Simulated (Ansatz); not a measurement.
# Mg3Te2O: the cost of one run

Method: DFT PBE, scalar-relativistic, plane waves, PAW, in Ansatz 0.2.0.

**1. Starting point**

It takes space group P-3m1 (No. 164, trigonal). Conventional cell: a = 4.173 Å, b = 4.173 Å, c = 7.327 Å, α = 90.00°, β = 90.00°, γ = 120.00°. Mg (site symmetry 3m) is surrounded by 4 Te at 2.42 to 2.46 Å and 6 Mg at 2.65 to 3.26 Å and 3 O at 3.52 Å. Around Mg (site symmetry -3m) lie 6 Mg at 2.65 Å and 6 Te at 2.77 Å and 2 O at 3.66 Å. Around Te (site symmetry 3m) lie 7 Mg at 2.42 to 2.77 Å. O (site symmetry -3m) has 6 Te at 3.33 Å and 8 Mg at 3.52 to 3.66 Å in its first shell of neighbours.

As a file:

```cif
data_structure
_symmetry_space_group_name_H-M 'P 1'
_symmetry_Int_Tables_number 1
_cell_length_a 4.1726
_cell_length_b 4.1726
_cell_length_c 7.3270
_cell_angle_alpha 90.000
_cell_angle_beta 90.000
_cell_angle_gamma 120.000
_cell_volume 110.47
loop_
_atom_site_label
_atom_site_type_symbol
_atom_site_fract_x
_atom_site_fract_y
_atom_site_fract_z
_atom_site_occupancy
Mg1 Mg 0.66667 0.33333 0.85048 1
Mg2 Mg 0.33333 0.66667 0.14952 1
Mg3 Mg 0.00000 0.00000 0.00000 1
Te1 Te 0.66667 0.33333 0.18576 1
Te2 Te 0.33333 0.66667 0.81424 1
O1 O 0.00000 0.00000 0.50000 1
```

The cell is invented: species swapped into a database cell of Ca2H3Br (P-3m1, No. 164), with Te on the Ca sites, Mg on the H sites and O on the Br sites. The dimensions are guesses.

**2. A first look at the guess**

input.yaml

```yaml
crystal:
  lattice:
    - [4.17256136, 0.0, 0.0]
    - [-2.08628068, 3.61354414, 0.0]
    - [0.0, 0.0, 7.32698683]
  atoms:
    - { symbol: Mg, position: [0.66666667, 0.33333333, 0.85047585] }
    - { symbol: Mg, position: [0.33333333, 0.66666667, 0.14952415] }
    - { symbol: Mg, position: [0.0, 0.0, 0.0] }
    - { symbol: Te, position: [0.66666667, 0.33333333, 0.18575609] }
    - { symbol: Te, position: [0.33333333, 0.66666667, 0.81424391] }
    - { symbol: O, position: [0.0, 0.0, 0.5] }
basis:
  ecutwfc: 420
kpoints:
  mp_grid: { grid: [6, 6, 4] }
hamiltonian:
  xc: pbe
scf:
  occupations: { method: gaussian, width: 0.1 }
  lower_state_search: "off"
output:
  forces: true
  stress: true
  eigenvalues: true
```

Launch:

```
> ansatz run input.yaml --threads 1 --pin off --max-ram 2560MiB --backend cpu --events-out ev --progress --plain --runs-dir out
```

What time and memory should one allow on 1 thread of Intel Xeon at 2.50GHz (Skylake/Cascade Lake), shared host?

About 13 s, with a peak of 0.42 GiB.
